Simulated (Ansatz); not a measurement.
# CH₄OSeSi: one species, many methods

One table from this session's results is given with a row withheld; the runs are named, their logs left out.

Computed with Ansatz 0.2.0, Gaussian basis. Level: functionals in def2-TZVPP, the program's frozen cores in correlated methods.

Levels to be run: PBE-D4, r2SCAN-D4, PBE0-D4, B3LYP-D4, ωB97X-V, ωB97M-V, B2PLYP; CCSD(T)/def2-TZVPP; MP2/def2-QZVPP; extrapolation to the limit.

### The relaxed structure

An earlier PBE0-D4 in a triple-zeta def2 set relaxation fixed the geometry.

SMILES `[SeH]C1O[SiH2]1`, 8 atoms, charge 0, spin multiplicity 1.

Atoms are counted from 1 here; the program's logs count them from 0.

Bond lengths: Se1–C2 1.925 Å, Se1–H5 1.469 Å, C2–O3 1.465 Å, C2–Si4 1.804 Å, C2–H6 1.088 Å, O3–Si4 1.665 Å, Si4–H7 1.479 Å, Si4–H8 1.478 Å. Angles: C2–Se1–H5 96.4°, Se1–C2–O3 117.0°, Se1–C2–Si4 126.3°, Se1–C2–H6 108.4°, O3–C2–Si4 60.2°, O3–C2–H6 112.3°, Si4–C2–H6 122.2°, C2–O3–Si4 70.1°, C2–Si4–O3 49.8°, C2–Si4–H7 123.5°, C2–Si4–H8 120.0°, O3–Si4–H7 117.1°, O3–Si4–H8 117.2°, H7–Si4–H8 113.5°.

Set-up of the first run:

File in.yaml:

```yaml
crystal:
  periodic: [false, false, false]
  atoms:
    - {symbol: Se, position_ang: [-1.679754, 1.403927, 0.190792]}
    - {symbol: C, position_ang: [0.030188, 0.601809, 0.563925]}
    - {symbol: O, position_ang: [1.070613, 0.746961, -0.457718]}
    - {symbol: Si, position_ang: [0.718979, -0.864310, -0.231075]}
    - {symbol: H, position_ang: [-2.146122, 0.367942, -0.740926]}
    - {symbol: H, position_ang: [0.363204, 0.940856, 1.542684]}
    - {symbol: H, position_ang: [1.771526, -1.705270, 0.378043]}
    - {symbol: H, position_ang: [-0.036534, -1.549115, -1.301425]}
basis:
  gaussian: {orbitals: def2-TZVPP}
hamiltonian: {xc: pbe, dispersion: d4}
output: {forces: true, orbitals: {seedname: orbitals}}
```

On the command line:

```console
$ ansatz run in.yaml --threads 4 --pin off --events-out ev --progress --plain --max-ram 10444MiB
```

Steps of the session up to this table: PBE-D4 (GGA); r2SCAN-D4 (meta-GGA); PBE0-D4 (hybrid); B3LYP-D4 (hybrid); ωB97X-V (range-separated); ωB97M-V (range-separated); B2PLYP (double hybrid); CCSD(T) in def2-TZVPP; MP2 in def2-QZVPP.

One of the session's tables, all rows but one given; the rest of the session is left out.

| method | atomisation energy (kJ/mol) |
| --- | --- |
| PBE-D4 | 2689.8 |
| r2SCAN-D4 | 2642.6 |
| PBE0-D4 | 2618.9 |
| B3LYP-D4 | ? |
| ωB97X-V | 2642.2 |
| ωB97M-V | 2627.3 |
| B2PLYP | 2587.3 |
| HF/def2-TZVPP | 1761.9 |
| MP2/def2-TZVPP | 2604.1 |
| CCSD/def2-TZVPP | 2494.8 |
| CCSD(T)/def2-TZVPP | 2549.9 |
| MP2/CBS | 2690.7 |
| CCSD(T)/CBS | 2636.5 |

**Question.** Estimate the row for B3LYP-D4.

As computed: atomisation energy (kJ/mol): 2614.9. In the column «atomisation energy (kJ/mol)» it lies between MP2/def2-TZVPP (2604.1) and PBE0-D4 (2618.9).

Limits of these values: Free atoms (1 Se, 1 C, 1 O, 1 Si, 4 H) were run apart at each level; the atomisation energy is their sum less the molecule, without zero-point or spin-orbit terms.
